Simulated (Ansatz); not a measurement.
What does this script print? It uses Ansatz 0.2.0 through its Python package.

`drho_csk3.py`
```python
"""Density of CsK3 less that of its sublattices."""

import warnings

import ansatz
import numpy as np

VECTORS = np.array([
    [-3.512165, 3.512165, 7.063586],
    [3.512165, -3.512165, 7.063586],
    [3.512165, 3.512165, -7.063586],
])
SITES = [
    ("K", [0.75, 0.25, 0.5]),
    ("K", [0.25, 0.75, 0.5]),
    ("K", [0.5, 0.5, 0.0]),
    ("Cs", [0.0, 0.0, 0.0]),
]


def crystal_on(cell):
    crystal = ansatz.Crystal(lattice=ansatz.Lattice.of(cell))
    for symbol, position in SITES:
        crystal = crystal.atom(symbol, position)
    return crystal

warnings.simplefilter("ignore", ansatz.DeckWarning)

# one cutoff and one grid for all runs, so that the fields can be subtracted
def solve(crystal):
    return (
        crystal.calculation()
        .functional("pbesol")
        .initial_density(normalization="atom")
        .scf(tolerance=1e-09, lower_state_search="off")
        .occupations("fermi_dirac", width=0.15)
        .basis(460, grid_basis="typed")
        .kpoints(5, 5, 5)
        .density()
        .run(threads=1)
    )


whole = solve(crystal_on(VECTORS))
difference = whole.density().channels[0].density_e_per_ang3.copy()
binding = whole.report["free_energy_ev"]
for element in ["K", "Cs"]:
    part = ansatz.Crystal(lattice=ansatz.Lattice.of(VECTORS))
    for symbol, position in SITES:
        if symbol == element:
            part = part.atom(symbol, position)
    alone = solve(part)
    difference -= alone.density().channels[0].density_e_per_ang3
    binding -= alone.report["free_energy_ev"]
    print(f"{element} sublattice: {alone.report['n_electrons']:g} electrons, {alone.report['n_iterations']} iterations")

voxel = abs(np.linalg.det(VECTORS)) / difference.size
print(f"energy of the crystal less its unpolarised sublattices: {binding / len(SITES):.4f} eV/atom")
print(f"net charge of the difference {difference.sum() * voxel:.5f} e, charge rearranged {0.5 * np.abs(difference).sum() * voxel:.3f} e")
print(f"extremes {difference.min():.4f} and {difference.max():.4f} e/A^3")
for (symbol, position) in SITES:
    index = tuple(int(round(p * n)) % n for p, n in zip(position, difference.shape))
    print(f"  change of the pseudo-density at the grid point nearest {symbol}: {difference[index]:+.4f} e/A^3")
```

```console
$ python drho_csk3.py
K sublattice: 27 electrons, 8 iterations
Cs sublattice: 9 electrons, 9 iterations
energy of the crystal less its unpolarised sublattices: -0.2381 eV/atom
net charge of the difference 0.00000 e, charge rearranged 0.174 e
extremes -0.0035 and 0.0018 e/A^3
  change of the pseudo-density at the grid point nearest K: +0.0004 e/A^3
  change of the pseudo-density at the grid point nearest K: +0.0004 e/A^3
  change of the pseudo-density at the grid point nearest K: -0.0011 e/A^3
  change of the pseudo-density at the grid point nearest Cs: -0.0013 e/A^3
```

These settings explore the input space; cutoff and mesh may be short of convergence. The fields are valence quantities on the plane-wave grid; their values near the nuclei depend on the potentials. The structure comes from a database of computed cells and needn't be a stable or known phase. Charge moved counts every rearrangement, bonding and polarisation too, and is no transfer between atoms; the bare sublattices are artificial references. Values near the nuclei depend on the potentials. Wall time of the script: 25 s on 1 thread of Arm Neoverse V1 (shared host), peak memory 0.62 GiB.
